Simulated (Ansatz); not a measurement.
A nudged elastic band was laid between two geometries of a periodic cell of 17 atoms, Si (host Si, host structure diamond, interstitial Si).

Computed with DFT PBE-D3(BJ), scalar-relativistic, plane waves, PAW in Ansatz. Settings: PAW set soft_1, cutoff 420 eV, k mesh 2x2x2, gaussian smearing 0.02 eV, no spin polarisation.

```
movable images  : 3
climbing image  : yes
spring          : 5.0 eV/Å²
optimiser       : quadratic models (default)
start path      : straight line
force threshold : 0.05 eV/Å
iteration limit : 80
end points      : relaxed
```

Initial state:

```xyz
17
Lattice="0.0000 5.4300 5.4300 5.4300 0.0000 5.4300 5.4300 5.4300 0.0000" Properties=species:S:1:pos:R:3
Si 0.003 0.005 0.004
Si 1.358 1.357 1.357
Si 2.710 2.712 0.004
Si 4.070 4.075 1.325
Si 2.711 0.004 2.712
Si 4.070 1.325 4.074
Si 5.449 2.696 2.696
Si 6.820 4.075 4.074
Si 0.004 2.711 2.710
Si 1.323 4.074 4.072
Si 2.689 5.457 2.691
Si 4.072 6.822 4.072
Si 2.690 2.693 5.454
Si 4.072 4.073 6.821
Si 5.453 5.456 5.455
Si 6.783 6.792 6.790
Si 4.068 4.077 4.075
```

Final state:

Only the atoms that move by more than 0.05 Å are listed.
```
Si17 2.713 2.711 2.718
```

(1) Which bonds break or form, and what moves?

(2) What energy profile does the band end with?

Results:

(1) Contacts lost: Si15–Si17. Contacts made: Si2–Si17. The atom that moves furthest is Si17, by 2.35 Å; four of its nearest neighbours are Si7 2.39, Si13 2.39, Si15 2.39, Si11 2.39 Å at the first end and Si6 2.39, Si2 2.39, Si10 2.39, Si4 2.39 Å at the last.

(2) The run was cut off at its time limit. The highest image is number 2 of 0 to 4, 0.30 eV above the ends, which have the same energy within 2 meV. The band didn't meet its force threshold, so its energies are provisional: the largest band force was still 0.14 eV/Å, and over the last iterations the top stayed at 0.30 eV. Limits of this set-up: coarse k mesh, a small cell, in which the defect meets its images.

```json
{"image": "0", "path coordinate (Å)": "0.00", "energy (eV)": "0.00", "Si15–Si17 (Å)": "2.39", "Si2–Si17 (Å)": "4.70"}
{"image": "1", "path coordinate (Å)": "0.73", "energy (eV)": "0.19", "Si15–Si17 (Å)": "2.52", "Si2–Si17 (Å)": "4.05"}
{"image": "2", "path coordinate (Å)": "1.51", "energy (eV)": "0.30", "Si15–Si17 (Å)": "3.13", "Si2–Si17 (Å)": "3.15"}
{"image": "3", "path coordinate (Å)": "2.25", "energy (eV)": "0.21", "Si15–Si17 (Å)": "3.99", "Si2–Si17 (Å)": "2.54"}
{"image": "4", "path coordinate (Å)": "3.03", "energy (eV)": "0.00", "Si15–Si17 (Å)": "4.70", "Si2–Si17 (Å)": "2.39"}
```

The run took 48 min on 1 thread of Arm Neoverse V2, on a shared host, peak memory 0.78 GiB.
